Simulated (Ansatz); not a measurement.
# SrLiBr3: the cost of one run

Method: DFT PBE, scalar-relativistic, plane waves, PAW, in Ansatz 0.2.0.

### Step 1. The structure to begin with

The structure is orthorhombic, space group Pmc2_1 (No. 26). Conventional cell: a = 4.401 Å, b = 8.638 Å, c = 8.210 Å, α = 90.00°, β = 90.00°, γ = 90.00°. Li (site symmetry m) has 4 Br at 2.53 to 2.60 Å in its first shell of neighbours. Sr (site symmetry m) has 8 Br at 3.18 to 3.29 Å in its first shell of neighbours. Around Br (site symmetry m) lie 2 Li at 2.57 to 2.60 Å and 2 Sr at 3.18 Å. Br (site symmetry m) is surrounded by 2 Li at 2.53 Å and 2 Sr at 3.22 to 3.23 Å. Br (site symmetry m) has 4 Sr at 3.18 to 3.29 Å in its first shell of neighbours.

Structure file:

```cif
data_structure
_symmetry_space_group_name_H-M 'P 1'
_symmetry_Int_Tables_number 1
_cell_length_a 4.4014
_cell_length_b 8.6383
_cell_length_c 8.2099
_cell_angle_alpha 90.000
_cell_angle_beta 90.000
_cell_angle_gamma 90.000
_cell_volume 312.14
loop_
_atom_site_label
_atom_site_type_symbol
_atom_site_fract_x
_atom_site_fract_y
_atom_site_fract_z
_atom_site_occupancy
Li1 Li 0.50000 0.38274 0.55361 1
Li2 Li 0.50000 0.61726 0.05361 1
Sr1 Sr 0.00000 0.89081 0.38190 1
Sr2 Sr 0.00000 0.10919 0.88190 1
Br1 Br 0.50000 0.62457 0.37056 1
Br2 Br 0.50000 0.37543 0.87056 1
Br3 Br 0.00000 0.24264 0.51628 1
Br4 Br 0.50000 0.92806 0.67756 1
Br5 Br 0.50000 0.07194 0.17756 1
Br6 Br 0.00000 0.75736 0.01628 1
```

The start is the relaxed end of an invented cell (made as: perovskite family, tilts a0a0c+ (P4/mbm, No. 127)), taken up again for a closer look.

### Step 2. The guess as it stands, on a coarse mesh

input.yaml

```yaml
crystal:
  lattice:
    - [4.4014, 0.0, 0.0]
    - [0.0, 8.638263, 0.0]
    - [0.0, 0.0, 8.209875]
  atoms:
    - { symbol: Li, position: [0.5, 0.38274, 0.553613] }
    - { symbol: Li, position: [0.5, 0.61726, 0.053613] }
    - { symbol: Sr, position: [0.0, 0.890813, 0.381903] }
    - { symbol: Sr, position: [0.0, 0.109187, 0.881903] }
    - { symbol: Br, position: [0.5, 0.624568, 0.370564] }
    - { symbol: Br, position: [0.5, 0.375432, 0.870564] }
    - { symbol: Br, position: [0.0, 0.242642, 0.51628] }
    - { symbol: Br, position: [0.5, 0.928056, 0.677556] }
    - { symbol: Br, position: [0.5, 0.071944, 0.177556] }
    - { symbol: Br, position: [0.0, 0.757358, 0.01628] }
basis:
  ecutwfc: 420
kpoints:
  mp_grid: { grid: [4, 2, 2] }
hamiltonian:
  xc: pbe
scf:
  occupations: { method: gaussian, width: 0.1 }
  lower_state_search: "off"
output:
  forces: true
  stress: true
  eigenvalues: true
```

Launch:

```bash
$ ansatz run input.yaml --threads 4 --pin off --max-ram 8192MiB --backend cpu --events-out ev --progress --plain --runs-dir out
```

**Question.** How long does this run take on 4 threads of Arm Neoverse V1, shared host, and how much memory does it need?

About 3.4 s, with a peak of 0.62 GiB.
